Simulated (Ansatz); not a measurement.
**C2H4ClI: how energies converge with the basis set**

How large a basis does C2H4ClI need? Two functionals are run in growing sets.

Program: Ansatz 0.2.0, Gaussian basis. Level of theory: one geometry, several basis sets. These are calculated values, not measurements.

Levels to be run: PBE0-D4/def2-SVP; ωB97M-V/def2-SVP; PBE0-D4/def2-QZVPP; ωB97M-V/def2-QZVPP; the functionals' def2-TZVPP values are taken from earlier runs.

## (1) Structure used throughout

An earlier PBE0-D4 in a triple-zeta def2 set relaxation fixed the geometry. I takes the def2 core potential; no spin-orbit term is included.

8 atoms, charge 0, spin multiplicity 1.

Atoms are counted from 1 here; the program's logs count them from 0.

Bond lengths: C1–C2 1.504 Å, C1–H5 1.090 Å, C1–H6 1.091 Å, C1–H7 1.093 Å, C2–Cl3 1.768 Å, C2–I4 2.156 Å, C2–H8 1.086 Å. Angles: C2–C1–H5 111.0°, C2–C1–H6 110.0°, C2–C1–H7 109.3°, H5–C1–H6 108.8°, H5–C1–H7 108.7°, H6–C1–H7 109.0°, C1–C2–Cl3 111.3°, C1–C2–I4 110.9°, C1–C2–H8 112.8°, Cl3–C2–I4 111.0°, Cl3–C2–H8 106.7°, I4–C2–H8 103.9°.

Geometry (Å):

```csv
atom,x (Å),y (Å),z (Å)
C1,0.2816,0.7906,0.0700
C2,-0.1695,-0.6434,0.1041
Cl3,1.1704,-1.7466,-0.2346
I4,-1.8018,-0.9677,-1.2663
H5,0.6612,1.0567,-0.9166
H6,-0.5520,1.4505,0.3165
H7,1.0795,0.9364,0.8029
H8,-0.5771,-0.9336,1.0681
```

## (2) PBE0-D4 in def2-SVP

in.yaml

```yaml
crystal:
  periodic: [false, false, false]
  atoms:
    - {symbol: C, position_ang: [0.281599, 0.790637, 0.070045]}
    - {symbol: C, position_ang: [-0.169488, -0.643388, 0.104139]}
    - {symbol: Cl, position_ang: [1.170409, -1.746629, -0.234647]}
    - {symbol: I, position_ang: [-1.801845, -0.967684, -1.266308]}
    - {symbol: H, position_ang: [0.661163, 1.056659, -0.916596]}
    - {symbol: H, position_ang: [-0.551992, 1.450453, 0.316484]}
    - {symbol: H, position_ang: [1.079472, 0.936406, 0.802948]}
    - {symbol: H, position_ang: [-0.577119, -0.933553, 1.068135]}
basis:
  gaussian: {orbitals: def2-SVP}
hamiltonian: {xc: pbe0, dispersion: d4}
output: {orbitals: {seedname: orbitals}}
```

Further steps of the session: ωB97M-V in def2-SVP; PBE0-D4 in def2-QZVPP; ωB97M-V in def2-QZVPP.

Before running them: what should the planned runs give, taken together? Wanted: PBE0-D4: double and triple zeta above quadruple; ωB97M-V: double and triple zeta above quadruple.

As calculated:

| quantity | value |
| --- | --- |
| PBE0-D4: double and triple zeta above quadruple | 7.54, 0.53 eV |
| ωB97M-V: double and triple zeta above quadruple | 7.64, 0.51 eV |

In words: For PBE0-D4 the step from double to triple zeta gains 7.02 eV and the next only 0.53 eV. Total energies overstate the basis error of differences, where much of it tends to cancel.
